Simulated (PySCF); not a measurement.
# Lu(SH)3: other functionals and bases at one geometry

An exercise on one series of results from a longer session: the logs are not shown, and one member is left open.

Method: several levels, as the steps say, no spin–orbit coupling; program: PySCF 2.14.0.

1 further run of the same task is left out (for a known fault of the program).

### Where the work starts

7 atoms, charge 0, spin multiplicity 1.

Bond lengths: Lu1–S2 2.534 Å, Lu1–S4 2.534 Å, Lu1–S6 2.534 Å, S2–H3 1.368 Å, S4–H5 1.368 Å, S6–H7 1.368 Å. Angles: S2–Lu1–S4 120.0°, S2–Lu1–S6 120.0°, S4–Lu1–S6 120.0°, Lu1–S2–H3 92.4°, Lu1–S4–H5 92.4°, Lu1–S6–H7 92.4°.

Geometry (Å):

```csv
atom,x (Å),y (Å),z (Å)
Lu1,0.0000,0.0000,0.9042
S2,2.4966,-0.4310,0.9191
H3,2.7866,0.9057,0.9094
S4,-0.8751,2.3776,0.9191
H5,-2.1777,1.9604,0.9094
S6,-1.6215,-1.9466,0.9191
H7,-0.6089,-2.8661,0.9094
```

Formal oxidation states: Lu +3. Each metal's 14 4f electrons lie in its core potential, so multiplicities, spins and levels count the valence alone. An earlier session relaxed this geometry at BP86, Lu lcecp-1-SVP with ECP60, S def2-SVP, H def2-SVP (singlet, point group C3h).

At BP86 on the finer grid: E = -1236.335683 Eh, HOMO -6.44 eV, LUMO -3.21 eV, Mulliken charge on Lu1 +0.61 e, largest force component 0.006 eV/Å. 

Levels to run: PBE; r2SCAN; M06-L; PBE0; BP86, TZVP. Hardware: 2 threads of Arm Neoverse V2, shared host.

Set-up of the first run:

run.py (the lines that set the calculation)

```python
mol = gto.M(atom='''
Lu     0.00000     0.00000     0.90424
S      2.49661    -0.43096     0.91913
H      2.78661     0.90572     0.90941
S     -0.87508     2.37761     0.91913
H     -2.17768     1.96041     0.90941
S     -1.62153    -1.94664     0.91913
H     -0.60892    -2.86613     0.90941''',
    basis={'Lu': 'lcecp-1-SVP', 'S': 'def2-SVP', 'H': 'def2-SVP'},
    ecp={'Lu': 'lcecp-1-SVP'},
    charge=0, spin=0)
mf = dft.RKS(mol, xc='PBE')
mf.grids.atom_grid = (75, 302)  # f atoms: unpruned, at least (60, 302)
mf = mf.density_fit()  # fitting sets: Lu AutoAux, S def2-universal-JKFIT, H def2-universal-JKFIT
mf.conv_tol = 1e-08; mf.max_cycle = 55
mf.kernel(dm0)  # dm0: the density of the relaxed state
```

The run is started by

```console
OMP_NUM_THREADS=2 python run.py
```

Steps of the session up to this table: PBE; r2SCAN; M06-L; PBE0; BP86, TZVP.

One table of the session follows, with a row left open; its other results are not shown here.

```
              level  HOMO (eV)  gap (eV)  charge on Lu1 (e)  largest force component (eV/Å)
BP86 (relaxed here)      -6.44      3.24               0.61                            0.01
                PBE      -6.35      3.21               0.62                            0.03
             r2SCAN      -6.68      3.81               0.78                            0.30
              M06-L      -6.53      4.34               0.99                            0.47
               PBE0      -7.57      5.12               0.78                            0.33
         BP86, TZVP          ?         ?                  ?                               ?
```

**Question.** Estimate the row for BP86, TZVP.

**Answer.** HOMO (eV): -6.55; gap (eV): 3.30; charge on Lu1 (e): 1.09; largest force component (eV/Å): 0.21. In the column «HOMO (eV)» it lies between r2SCAN (-6.68) and M06-L (-6.53).

In one basis the HOMO–LUMO gap runs from 3.21 eV (PBE) to 5.12 eV (PBE0). The largest leftover force, 0.47 eV/Å with M06-L, stands at a geometry relaxed at another level. With 4f in the core, its levels are missing from HOMO and gap, and its count is fixed, so no charge can pass from the ligands into it. Total energies of different levels can't be compared.
